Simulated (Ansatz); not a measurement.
# CH2BrCl (SMILES ClCBr): single points off equilibrium

One table from this session's results is given with a row withheld; the runs are named, their logs left out.

Method: single points in def2-TZVPP; program: Ansatz 0.2.0, Gaussian basis.

Correlated methods freeze the cores. Filled d shells of the heavier atoms are correlated. B3LYP uses VWN-RPA correlation.

**The starting structure**

5 atoms, charge 0, spin multiplicity 1.

Atoms are counted from 1 here; the program's logs count them from 0.

Bond lengths: Cl1–C2 1.770 Å, C2–Br3 2.015 Å, C2–H4 1.186 Å, C2–H5 1.234 Å. Angles: Cl1–C2–Br3 112.7°, Cl1–C2–H4 120.7°, Cl1–C2–H5 112.8°, Br3–C2–H4 106.0°, Br3–C2–H5 106.2°, H4–C2–H5 96.6°.

Geometry (Å):

```xyz
5
CH2BrCl
Cl   -1.7176    0.0997    0.4280
C    -0.0669    0.0851   -0.2101
Br    1.2703   -0.6481    1.1068
H     0.4190    1.0719   -0.6530
H     0.0443   -0.5991   -1.2307
```

The first run:

Input file run/in.yaml:

```yaml
crystal:
  periodic: [false, false, false]
  atoms:
    - {symbol: Cl, position_ang: [-1.717600, 0.099700, 0.428000]}
    - {symbol: C, position_ang: [-0.066900, 0.085100, -0.210100]}
    - {symbol: Br, position_ang: [1.270300, -0.648100, 1.106800]}
    - {symbol: H, position_ang: [0.419000, 1.071900, -0.653000]}
    - {symbol: H, position_ang: [0.044300, -0.599100, -1.230700]}
basis:
  gaussian: {orbitals: def2-TZVPP}
correlation: {method: ccsd_t}
output: {forces: true}
```

Run with:

```
$ ansatz run in.yaml --threads 8 --pin off --events-out ev --progress --plain --max-ram 10444MiB
```

Steps of the session up to this table: CCSD(T)/def2-TZVPP; PBE0-D4/def2-TZVPP; wB97M-V/def2-TZVPP; r2SCAN-D4/def2-TZVPP; PBE-D4/def2-TZVPP; B3LYP-D4/def2-TZVPP; BLYP-D4/def2-TZVPP.

One table of the session follows, with a row left open; its other results are not shown here.

| method | RMS force component (eV/Å) | angle to CCSD(T) forces (°) | dipole (D) |
| --- | --- | --- | --- |
| CCSD(T) | 1.619 | reference | 1.59 |
| PBE0-D4 | 1.601 | 4.3 | 1.67 |
| wB97M-V | 1.650 | 2.1 | 1.65 |
| r2SCAN-D4 | 1.581 | 3.2 | 1.68 |
| PBE-D4 | 1.455 | 3.4 | 1.57 |
| B3LYP-D4 | ? | ? | ? |
| BLYP-D4 | 1.505 | 9.0 | 1.55 |

Estimate the missing values for B3LYP-D4.

**Answer.** RMS force component (eV/Å): 1.612; angle to CCSD(T) forces (°): 3.7; dipole (D): 1.64. In the column «RMS force component (eV/Å)» it lies between PBE0-D4 (1.601) and CCSD(T) (1.619).
